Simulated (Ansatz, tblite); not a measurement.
# The cluster SiGe6: rung by rung

One table from this session's results is given with a row withheld; the runs are named, their logs left out.

Method: as each input shows; program: Ansatz 0.2.0, Gaussian basis.

The runs, in order: GFN1-xTB, GFN2-xTB, PBE-D4/def2-TZVP, r2SCAN-D4/def2-TZVP, revPBE-D4/def2-TZVP, r2SCAN0-D4/def2-TZVP, r2SCANh-D4/def2-TZVP, PBE-D4/def2-SVP, PBE0-D4/def2-SVP, HF/STO-3G, HF/6-31G, B3LYP-D4/6-31G, PBE0-D4/def2-TZVPD, PBE-D4/def2-TZVPD, revPBE-D4/def2-TZVPD, MP2/def2-SVP, RPA/def2-SVP.

4 further runs of the same task are left out: 3 that didn't finish, 1 set aside as unsound or not needed. Runs told in other sessions of the task aren't counted.

## The relaxed structure

The geometry is that of the singlet, from an earlier relaxation (B3LYP-D4/def2-SVP). At that level it is the lowest of the isomers that a small search found.

7 atoms, charge 0, spin multiplicity 1.

Bond lengths: Si1–Ge2 2.572 Å, Si1–Ge3 2.572 Å, Si1–Ge4 2.572 Å, Si1–Ge5 2.572 Å, Si1–Ge6 2.572 Å, Si1–Ge7 2.734 Å. Angles: Ge2–Si1–Ge3 114.5°, Ge2–Si1–Ge4 62.6°, Ge2–Si1–Ge5 62.6°, Ge2–Si1–Ge6 114.5°, Ge2–Si1–Ge7 62.1°, Ge3–Si1–Ge4 62.6°, Ge3–Si1–Ge5 114.5°, Ge3–Si1–Ge6 62.6°, Ge3–Si1–Ge7 62.1°, Ge4–Si1–Ge5 114.5°, Ge4–Si1–Ge6 114.5°, Ge4–Si1–Ge7 62.2°, Ge5–Si1–Ge6 62.6°, Ge5–Si1–Ge7 62.2°, Ge6–Si1–Ge7 62.1°.

PBE0-D4/def2-TZVP was run before; its log isn't repeated, and its numbers join the tables.

Set-up of the first run:

Tight binding, by tblite at 300 K electronic temperature and without a spin-polarisation term:

```python
tblite.interface.Calculator('GFN1-xTB', numbers, positions, charge=0, uhf=0).singlepoint()
```

Tight binding, by tblite at 300 K electronic temperature and without a spin-polarisation term:

```python
tblite.interface.Calculator('GFN2-xTB', numbers, positions, charge=0, uhf=0).singlepoint()
```

start.molden holds the orbitals of an earlier run on this state, given as this run's starting guess.

The input, in.yaml:

```yaml
crystal:
  periodic: [false, false, false]
  atoms:
    - {symbol: Si, position_ang: [0.642982, -1.022481, -0.317391]}
    - {symbol: Ge, position_ang: [-1.883183, -1.272063, 0.097133]}
    - {symbol: Ge, position_ang: [1.330759, 1.211025, -1.391522]}
    - {symbol: Ge, position_ang: [-0.948194, -0.012326, -2.067542]}
    - {symbol: Ge, position_ang: [-0.181962, -0.827454, 2.110957]}
    - {symbol: Ge, position_ang: [1.804316, 0.707234, 1.190905]}
    - {symbol: Ge, position_ang: [-0.764718, 1.216066, 0.377460]}
basis:
  gaussian: {orbitals: def2-TZVP, initial_orbitals: start.molden}
hamiltonian: {xc: pbe, dispersion: d4}
scf: {omitted_lower_state_checks: [starts]}
output: {orbitals: {seedname: orbitals}}
```

Command:

```sh
ansatz run in.yaml --threads 4 --pin off --events-out ev --progress --plain --max-ram 4787MiB
```

Among the steps run: PBE-D4/def2-TZVP; r2SCAN-D4/def2-TZVP; revPBE-D4/def2-TZVP; r2SCAN0-D4/def2-TZVP; r2SCANh-D4/def2-TZVP; PBE-D4/def2-SVP; PBE0-D4/def2-SVP; HF/STO-3G; HF/6-31G; B3LYP-D4/6-31G; PBE0-D4/def2-TZVPD; PBE-D4/def2-TZVPD; revPBE-D4/def2-TZVPD; MP2/def2-SVP; RPA/def2-SVP.

One table of the session follows, with a row left open; its other results are not shown here.

It belongs to the step «Binding energy». 

| level | binding an atom (eV) |
| --- | --- |
| HF/STO-3G | 3.041 |
| HF/6-31G | 1.155 |
| HF/def2-SVP | 1.574 |
| PBE-D4/def2-SVP | 3.430 |
| PBE-D4/def2-TZVP | 3.458 |
| PBE-D4/def2-TZVPD | 3.463 |
| revPBE-D4/def2-TZVP | ? |
| revPBE-D4/def2-TZVPD | 3.323 |
| r2SCAN-D4/def2-TZVP | 3.339 |
| r2SCANh-D4/def2-TZVP | 3.288 |
| B3LYP-D4/6-31G | 2.847 |
| PBE0-D4/def2-SVP | 3.264 |
| PBE0-D4/def2-TZVP | 3.305 |
| PBE0-D4/def2-TZVPD | 3.310 |
| r2SCAN0-D4/def2-TZVP | 3.215 |
| RPA/def2-SVP | 2.615 |
| MP2/def2-SVP | 3.163 |

**Question.** Estimate the row for revPBE-D4/def2-TZVP.

**Answer.** binding an atom (eV): 3.317. In the column «binding an atom (eV)» it lies between PBE0-D4/def2-TZVPD (3.310) and revPBE-D4/def2-TZVPD (3.323).

To keep in mind: Free atoms were run apart at each level; binding is atoms less cluster, divided by the number of atoms, without zero-point or spin-orbit terms.
